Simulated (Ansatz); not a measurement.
# H₆OSSiSn: a ladder of functionals and wavefunction methods

One table from this session's results is given with a row withheld; the runs are named, their logs left out.

Computed with Ansatz 0.2.0, Gaussian basis. Level: functionals in def2-TZVPP, the program's frozen cores in correlated methods.

Plan: LDA (SPW92), PBE-D4, revPBE-D4, BLYP-D4, r2SCAN-D4, B97M-V, PBE0-D4, B3LYP-D4, r2SCANh-D4, r2SCAN0-D4, HSE06-D4, BHLYP-D4, CAM-B3LYP-D4, LC-ωPBE, ωB97X-V, ωB97M-V, B2PLYP, PBE-QIDH; CCSD(T)/def2-SVP; CCSD(T)/def2-TZVPP; MP2/def2-QZVPP; extrapolation to the limit; RPA on PBE.

**Structure used throughout**

An earlier PBE0-D4 in a triple-zeta def2 set relaxation fixed the geometry. Sn takes the def2 core potential; no spin-orbit term is included.

SMILES `O[SiH](S)[SnH3]`, 10 atoms, charge 0, spin multiplicity 1.

Atoms are counted from 1 here; the program's logs count them from 0.

Bond lengths: O1–Si2 1.650 Å, O1–H5 0.959 Å, Si2–S3 2.126 Å, Si2–Sn4 2.571 Å, Si2–H6 1.488 Å, S3–H7 1.344 Å, Sn4–H8 1.713 Å, Sn4–H9 1.706 Å, Sn4–H10 1.709 Å. Angles: Si2–O1–H5 117.5°, O1–Si2–S3 109.1°, O1–Si2–Sn4 111.1°, O1–Si2–H6 111.5°, S3–Si2–Sn4 110.5°, S3–Si2–H6 102.9°, Sn4–Si2–H6 111.4°, Si2–S3–H7 95.1°, Si2–Sn4–H8 111.5°, Si2–Sn4–H9 111.4°, Si2–Sn4–H10 109.7°, H8–Sn4–H9 108.1°, H8–Sn4–H10 107.6°, H9–Sn4–H10 108.4°.

Set-up of the first run:

Input file in.yaml:

```yaml
crystal:
  periodic: [false, false, false]
  atoms:
    - {symbol: O, position_ang: [-0.457772, 1.129208, -1.743629]}
    - {symbol: Si, position_ang: [-0.004977, 1.034135, -0.160329]}
    - {symbol: S, position_ang: [2.054295, 1.534595, 0.005146]}
    - {symbol: Sn, position_ang: [-0.441056, -1.315654, 0.788192]}
    - {symbol: H, position_ang: [-1.287036, 0.716556, -1.992301]}
    - {symbol: H, position_ang: [-0.669505, 2.081749, 0.660442]}
    - {symbol: H, position_ang: [2.498740, 0.399851, -0.561134]}
    - {symbol: H, position_ang: [-1.940078, -1.943245, 0.246388]}
    - {symbol: H, position_ang: [-0.456313, -1.304236, 2.494225]}
    - {symbol: H, position_ang: [0.786901, -2.383958, 0.266002]}
basis:
  gaussian: {orbitals: def2-TZVPP}
hamiltonian: {xc: lda}
output: {orbitals: {seedname: orbitals}}
```

Run with:

```bash
$ ansatz run in.yaml --threads 4 --pin off --events-out ev --progress --plain --max-ram 10444MiB
```

Steps of the session up to this table: LDA; PBE-D4 (GGA); revPBE-D4 (GGA); BLYP-D4 (GGA); r2SCAN-D4 (meta-GGA); B97M-V (meta-GGA); PBE0-D4 (hybrid); B3LYP-D4 (hybrid); r2SCANh-D4 (hybrid); r2SCAN0-D4 (hybrid); HSE06-D4 (hybrid); BHLYP-D4 (hybrid); CAM-B3LYP-D4 (range-separated); LC-ωPBE (range-separated); ωB97X-V (range-separated); ωB97M-V (range-separated); B2PLYP (double hybrid); PBE-QIDH (double hybrid).

One of the session's tables, all rows but one given; the rest of the session is left out.

It belongs to the step «Frontier levels by functional». 

```
  functional  HOMO (eV)  gap (eV)
 LDA (SPW92)          ?         ?
      PBE-D4      -6.23      5.05
   revPBE-D4      -6.19      5.10
     BLYP-D4      -6.09      5.02
   r2SCAN-D4      -6.49      5.62
      B97M-V      -6.59      5.53
     PBE0-D4      -7.35      6.94
    B3LYP-D4      -7.14      6.53
  r2SCANh-D4      -6.90      6.29
  r2SCAN0-D4      -7.52      7.30
    HSE06-D4      -6.96      6.19
    BHLYP-D4      -8.35      8.73
CAM-B3LYP-D4      -8.59      9.13
     LC-ωPBE      -9.88     11.50
     ωB97X-V      -9.56     11.05
     ωB97M-V      -9.38     10.55
```

Estimate the missing values for LDA (SPW92).

**Answer.** HOMO (eV): -6.35; gap (eV): 4.97. In the column «HOMO (eV)» it lies between r2SCAN-D4 (-6.49) and PBE-D4 (-6.23).
